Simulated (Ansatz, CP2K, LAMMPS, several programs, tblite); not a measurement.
Energy against volume for CdS in the 4H polytype structure, at fixed shape and fractional coordinates, computed by several methods (PBE and r2SCAN, where shown, with plane waves in Ansatz); the cell shown is that of r2SCAN. With free coordinates or axes held, a curve is too stiff, and on another method's shape its minimum isn't the method's own volume. Space group P6_3mc (No. 186), hexagonal; a = 4.161 Å, c = 13.554 Å in the conventional setting, 25.40 Å³ an atom. Cd is surrounded by 4 S at 2.54–2.55 Å; Cd is surrounded by 4 S at 2.55 Å; S is surrounded by 4 Cd at 2.55 Å; S is surrounded by 4 Cd at 2.54–2.55 Å. No spin polarisation. The prototype was imposed, so other structures may be more stable. Energies count from each curve's lowest point; fits are third-order Birch-Murnaghan.

```cif
data_structure
_symmetry_space_group_name_H-M 'P 1'
_symmetry_Int_Tables_number 1
_cell_length_a 4.1606
_cell_length_b 4.1606
_cell_length_c 13.5542
_cell_angle_alpha 90.000
_cell_angle_beta 90.000
_cell_angle_gamma 120.000
_cell_volume 203.20
loop_
_atom_site_label
_atom_site_type_symbol
_atom_site_fract_x
_atom_site_fract_y
_atom_site_fract_z
_atom_site_occupancy
Cd1 Cd 0.00000 0.00000 0.99965 1
Cd2 Cd 0.33333 0.66667 0.24989 1
Cd3 Cd 0.00000 0.00000 0.49965 1
Cd4 Cd 0.66667 0.33333 0.74989 1
S1 S 0.00000 0.00000 0.18764 1
S2 S 0.33333 0.66667 0.43782 1
S3 S 0.00000 0.00000 0.68764 1
S4 S 0.66667 0.33333 0.93782 1
```

GFN2-xTB (tblite), on the shape of the cell shown, as a cluster of 72 atoms at the zone centre:
```tsv
V (Å³/atom)	E (meV/atom)
22.352	136.23
23.876	62.54
25.400	20.92
26.924	2.77
28.447	0.00
```
This method closes the gap of a crystal that DFT finds insulating, so its curve rests on a wrong state.
V₀ = 27.97 Å³ an atom and B₀ = 24 GPa. The lowest point lies at an end of the range, so the fit is barely bracketed.

**Question.** CdTeZnSeHgS0.sw (LAMMPS), on the shape of its own relaxed cell, gives

| V (Å³/atom) | E (meV/atom) |
| --- | --- |
| 23.343 | 18.41 |
| 24.088 | 4.42 |
| 24.833 | 0.00 |
| 25.578 | 4.10 |
| 26.323 | 15.82 |

What equilibrium volume and bulk modulus follow?

**Answer.** V₀ = 24.83 Å³ an atom and B₀ = 61 GPa.

PBE, on the shape of its own relaxed cell:
```csv
V (Å³/atom),E (meV/atom)
24.464,17.59
25.244,4.17
26.025,0.00
26.806,3.64
27.587,13.91
```
V₀ = 26.03 Å³ an atom and B₀ = 53 GPa.

PBE/DZVP (CP2K), on the shape of the cell shown:
```
V (Å³/atom)  E (meV/atom)
     22.352        147.36
     23.876         52.76
     25.400          8.07
     26.924          0.00
     28.447         18.69
```
V₀ = 26.56 Å³ an atom and B₀ = 53 GPa.

GFN1-xTB (tblite), on the shape of the cell shown, as a cluster of 72 atoms at the zone centre:

| V (Å³/atom) | E (meV/atom) |
| --- | --- |
| 22.352 | 166.39 |
| 23.876 | 71.17 |
| 25.400 | 19.57 |
| 26.924 | 0.00 |
| 28.447 | 4.43 |

This method closes the gap of a crystal that DFT finds insulating, so its curve rests on a wrong state.
V₀ = 27.35 Å³ an atom and B₀ = 41 GPa.

Spin-orbit coupling is left out.
